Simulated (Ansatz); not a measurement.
# TiO (triplet): wave-function methods side by side, def2-QZVPP

The task here is to estimate one member of a computed series from the others.

The runs use Ansatz 0.2.0, Gaussian basis; def2-QZVPP, core rule «outside noble gas», up to 10 orbitals frozen.

The runs, in order: UHF; ROHF; CCSD(T) on UHF.

2 further runs of the same task are left out: 2 set aside as unsound or not needed.

## The system

The geometry is a PBE0/def2-TZVP stationary point (not a proven minimum) of the parent state, kept for this charge and spin.

2 atoms, charge 0, spin multiplicity 3.

Atoms are counted from 1 here; the program's logs count them from 0.

Bond lengths: Ti1–O2 1.581 Å.

The first run:

File in.yaml:

```yaml
crystal:
  periodic: [false, false, false]
  atoms:
    - {symbol: Ti, position_ang: [0.000000, 0.000000, 0.000000]}
    - {symbol: O, position_ang: [0.000000, 0.000000, 1.581349]}
basis:
  gaussian: {orbitals: "def2-QZVPP.json"}
magnetization: {spin_polarized: true, initial_magnetization: 2}
hamiltonian: {xc: hf}
output: {orbitals: {seedname: orbitals}}
```

Command:

```console
$ ansatz run in.yaml --threads 1 --pin off --events-out ev --progress --plain --max-ram 3968MiB --backend cpu
```

Steps of the session up to this table: UHF; ROHF; CCSD(T) on UHF.

One table of the session follows, with a row left open; its other results are not shown here.

It belongs to the step «Misses and costs». 

```
  method  from UCCSD(T) (meV)
    ROHF             +10379.3
     UHF                    ?
    UMP2               +214.0
   UCCSD               +759.5
UCCSD(T)                    0
```

Q: Estimate the row for UHF from the others.

**Answer.** from UCCSD(T) (meV): +10224.8. In the column «from UCCSD(T) (meV)» it lies between UCCSD (+759.5) and ROHF (+10379.3).
